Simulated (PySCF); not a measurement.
# A diatomic session: HgO

The task here is to estimate one member of a computed series from the others.

The runs use PySCF 2.14.0; Hg def2-SVP with ECP60, O def2-SVP, scalar-relativistic core potentials.

Set-up of the first run:

Settings of the job:

```
atoms                         : Hg, O
charge                        : 0
basis                         : Hg def2-SVP with ECP60, O def2-SVP
Hamiltonian                   : scalar-relativistic core potentials
basis functions               : 46
electrons treated             : 28
masses in u                   : 201.9706, 15.9949
levels                        : PBE0, PBE, r²SCAN, MN15, B97-3, r²SCANh, ωB97X, HF, MP2, SCS-MP2, CCSD, CCSD(T)
grid                          : 80 radial by 434 angular points
occupations                   : held fixed by the projection of orbital angular momentum
dissociation limit            : Hg + O, each in its ground configuration
starting distance in angstrom : 1.975
values of 2S to try           : 0, 2
```

The run is started by

```
OMP_NUM_THREADS=1 python dia.py task.json out
```

Among the steps run: Input; First curve: PBE0; Excited determinants; PBE (GGA); r²SCAN; MN15 (hybrid meta-GGA); B97-3 (global hybrid GGA); r²SCANh (hybrid meta-GGA); ωB97X (range-separated hybrid); ROHF (mean field); Correlated methods on the Hartree–Fock reference.

One of the session's tables, all rows but one given; the rest of the session is left out.

| level | Re (Å) | ωe (cm⁻¹) | De (eV) | μ (D) |
| --- | --- | --- | --- | --- |
| PBE | 2.230 | 279.2 | 0.58 | -1.54 |
| r²SCAN | 2.204 | 289.5 | 0.51 | -1.59 |
| r²SCANh | 2.221 | 267.1 | 0.394 | -1.58 |
| PBE0 | 2.271 | 225.9 | 0.285 | -1.55 |
| B97-3 | 2.341 | 189.2 | 0.253 | -1.59 |
| MN15 | ? | ? | ? | ? |
| ωB97X | 2.294 | 198.3 | 0.303 | -1.50 |

**Question.** Estimate the row for MN15.

The run gave: Re (Å): 2.308; ωe (cm⁻¹): 179.6; De (eV): 0.203; μ (D): -1.18. In the column «Re (Å)» it lies between ωB97X (2.294) and B97-3 (2.341).

De is counted to Hg + O in their ground configurations. No constants: ROHF (no minimum is bracketed among the points kept); ROHF-MP2 (no minimum is bracketed among the points kept); ROHF-SCS-MP2 (no minimum is bracketed among the points kept); ROHF-CCSD (no minimum is bracketed among the points kept); ROHF-CCSD(T) (no minimum is bracketed among the points kept).
